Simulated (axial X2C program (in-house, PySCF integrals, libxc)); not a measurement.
**A two-component session on HfTe⁺: properties at the nuclei**

Wanted for HfTe⁺: properties at the nuclei, at the two-component level.

The runs use an in-house X2C program for linear molecules on PySCF integrals; two-component X2C with atomic mean-field terms, Hf dyall-cv3z, Te dyall-cv3z.

All values are calculated.

**1. The job**

task.json reads:

```json
{"zs": [72, 52], "q": 1, "bas": ["dyall-cv3z", "dyall-cv3z"], "r0": 2.56, "levels": ["PBE0", "HF", "PBE50", "BP86", "PBE"], "nst": 2}
```

Keys: zs atomic numbers; q charge; bas basis sets; r0 starting distance in Å; levels methods (HF also brings MP2); nst determinants followed.

The run is started by

```sh
$ python soeom.py task.json out
```

The runs that follow: Expectation values, lowest determinant; Expectation values, a higher determinant.

What does the calculation give? Wanted: lowest determinant; Eeff magnitude; Ws magnitude Hf; A∥/gI Hf; qzz Hf; higher determinant (for each run or level that gives them).

The runs gave:

| quantity | value |
| --- | --- |
| lowest determinant | Ω = 1/2 (excess of +ω over −ω: ω = 1/2) |
| Eeff magnitude (GV/cm), PBE0 | 21.2 |
| Ws magnitude Hf (kHz), PBE0 | 34.7 |
| A∥/gI Hf (MHz), PBE0 | 8910 |
| qzz Hf (a.u.), PBE0 | -5.31 |
| higher determinant | Ω = 3/2 (excess of +ω over −ω: ω = 3/2) |
| Eeff magnitude (GV/cm), PBE0, higher determinant | 0.273 |
| Ws magnitude Hf (kHz), PBE0, higher determinant | 0.178 |
| A∥/gI Hf (MHz), PBE0, higher determinant | 434 |
| qzz Hf (a.u.), PBE0, higher determinant | 0.01 |

**Reading.** In the first state, the effective field runs from 19.6 to 21.8 GV/cm over the mean-field levels. The expectation values come from single determinants, which for open shells can mix terms of unlike spin or miss the lowest Ω, so a determinant need not be a state. Eeff is the effective electric field on the electron dipole moment in this Ω state and Ws the scalar–pseudoscalar constant (defined with the proton number Z and per Ω); A∥ is the parallel hyperfine constant, which follows by multiplying with the nuclear g factor gI = μI/(I μN); qzz is the electric field gradient, eQq0 = 234.96 MHz × Q/barn × qzz. The operators were transformed with the bare-nucleus X2C matrices.
